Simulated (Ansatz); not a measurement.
The system is GaCuSe2.

```
Se Ga Cu
1.0
    -2.80955    2.80955    5.51300
     2.80955   -2.80955    5.51300
     2.80955    2.80955   -5.51300
Se Ga Cu
4 2 2
Direct
  0.12562 0.62500 0.00062
  0.87500 0.87438 0.49938
  0.62438 0.12500 0.99938
  0.37500 0.37562 0.50062
  0.25000 0.75000 0.50000
  0.50000 0.50000 0.00000
  0.75000 0.25000 0.50000
  0.00000 0.00000 0.00000
```

Base run:

- Program: Ansatz 0.2.0
- Functional: HSE06
- Potentials or basis: Ansatz PAW
- Cutoff: 420 eV
- Density cutoff: 1680 eV
- k mesh: 4 × 4 × 4
- Occupations: fixed
- Spin: no spin polarisation

Its results: band gap on the k mesh 1.43 eV, direct.

Q: The run is repeated on the same cell with these changes: functional from HSE06 to PBE0; level from hse06 to pbe0. What comes out?

A: Band gap on the k mesh 2.05 eV, direct.

Not every run made on this cell is shown here.
